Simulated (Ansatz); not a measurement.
# C₂H₄AlFO: up Jacob's ladder to CCSD(T)

Aim: compute C₂H₄AlFO with functionals from several rungs and with coupled cluster, and see how far each lands from CCSD(T) at the basis-set limit for the atomisation energy.

Program: Ansatz 0.2.0, Gaussian basis. Level of theory: functionals in def2-TZVPP, the program's frozen cores in correlated methods. These are calculated values, not measurements.

Plan: LDA (SPW92), PBE-D4, revPBE-D4, BLYP-D4, r2SCAN-D4, B97M-V, PBE0-D4, B3LYP-D4, r2SCANh-D4, r2SCAN0-D4, HSE06-D4, BHLYP-D4, CAM-B3LYP-D4, LC-ωPBE, ωB97X-V, ωB97M-V, B2PLYP, PBE-QIDH; CCSD(T)/def2-SVP; CCSD(T)/def2-TZVPP; MP2/def2-QZVPP; extrapolation to the limit; RPA on PBE.

**1. The relaxed structure**

An earlier PBE0-D4 in a triple-zeta def2 set relaxation fixed the geometry.

9 atoms, charge 0, spin multiplicity 1.

Atoms are counted from 1 here; the program's logs count them from 0.

Bond lengths: C1–C2 1.325 Å, C1–H6 1.083 Å, C1–H7 1.081 Å, C2–O3 1.346 Å, C2–H8 1.090 Å, O3–Al4 1.684 Å, Al4–F5 1.640 Å, Al4–H9 1.565 Å. Angles: C2–C1–H6 121.4°, C2–C1–H7 119.7°, H6–C1–H7 119.0°, C1–C2–O3 123.2°, C1–C2–H8 121.1°, O3–C2–H8 115.7°, C2–O3–Al4 137.8°, O3–Al4–F5 116.4°, O3–Al4–H9 123.2°, F5–Al4–H9 120.5°.

**2. LDA**

This LDA is Slater exchange with PW92 correlation.

Input file in.yaml:

```yaml
crystal:
  periodic: [false, false, false]
  atoms:
    - {symbol: C, position_ang: [-1.562005, -0.360051, 1.103917]}
    - {symbol: C, position_ang: [-0.727965, -0.312915, 0.075523]}
    - {symbol: O, position_ang: [0.490342, 0.256491, 0.139592]}
    - {symbol: Al, position_ang: [1.800789, 0.519330, -0.884818]}
    - {symbol: F, position_ang: [3.087581, 1.301591, -0.234975]}
    - {symbol: H, position_ang: [-1.297747, 0.065261, 2.064123]}
    - {symbol: H, position_ang: [-2.527691, -0.832213, 0.988547]}
    - {symbol: H, position_ang: [-0.999019, -0.743141, -0.888808]}
    - {symbol: H, position_ang: [1.824317, 0.059246, -2.380301]}
basis:
  gaussian: {orbitals: def2-TZVPP}
hamiltonian: {xc: lda}
output: {orbitals: {seedname: orbitals}}
```

After this run come: PBE-D4 (GGA); revPBE-D4 (GGA); BLYP-D4 (GGA); r2SCAN-D4 (meta-GGA); B97M-V (meta-GGA); PBE0-D4 (hybrid); B3LYP-D4 (hybrid); r2SCANh-D4 (hybrid); r2SCAN0-D4 (hybrid); HSE06-D4 (hybrid); BHLYP-D4 (hybrid); CAM-B3LYP-D4 (range-separated); LC-ωPBE (range-separated); ωB97X-V (range-separated); ωB97M-V (range-separated); B2PLYP (double hybrid); PBE-QIDH (double hybrid); CCSD(T) in def2-SVP; CCSD(T) in def2-TZVPP; MP2 in def2-QZVPP; RPA on PBE orbitals.

**Question.** What will the summary of the whole plan be? Wanted: atomisation energy, CCSD(T)/CBS; farthest beyond LDA; mean size of error, GGA; mean size of error, meta-GGA; mean size of error, hybrid; mean size of error, range-separated; mean size of error, double hybrid; gap, smallest and largest; T1 diagnostic.

**Answer**, as computed:

| quantity | value |
| --- | --- |
| atomisation energy, CCSD(T)/CBS | 37.875 eV |
| functionals within 0.189 eV (0.5 %) | BLYP-D4, r2SCAN-D4, B97M-V, B3LYP-D4, CAM-B3LYP-D4, LC-ωPBE, ωB97X-V, ωB97M-V |
| farthest beyond LDA | BHLYP-D4 (-1.460 eV) |
| mean size of error, GGA | 0.367 eV |
| mean size of error, meta-GGA | 0.058 eV |
| mean size of error, hybrid | 0.518 eV |
| mean size of error, range-separated | 0.097 eV |
| mean size of error, double hybrid | 0.406 eV |
| gap, smallest and largest | 4.19 eV (BLYP-D4), 10.95 eV (LC-ωPBE) |
| T1 diagnostic | 0.0132 |
| triples share of the correlation energy | 3.6 % |

What this shows: LDA overbinds by 5.365 eV (14 %). PBE-D4 misses by +0.644 eV. Double hybrids carry the basis error of their MP2 part in triple zeta, and no dispersion term here, so their miss is partly the set-up's. The rungs meta-GGA, range-separated miss on average by less than the doubt on the reference (0.189 eV), so they tie. The reference freezes the cores and leaves out relativity and excitations past (T), so misses under about 0.189 eV can't be ranked. Hartree-Fock recovers 73 % of the binding; the rest is correlation. CCSD(T) in def2-SVP is off by -2.002 eV, more than most functionals: a good method in a small basis is no reference. The gap grows from 4.2 to 10.9 eV across the functionals, mostly with the share of exact exchange.
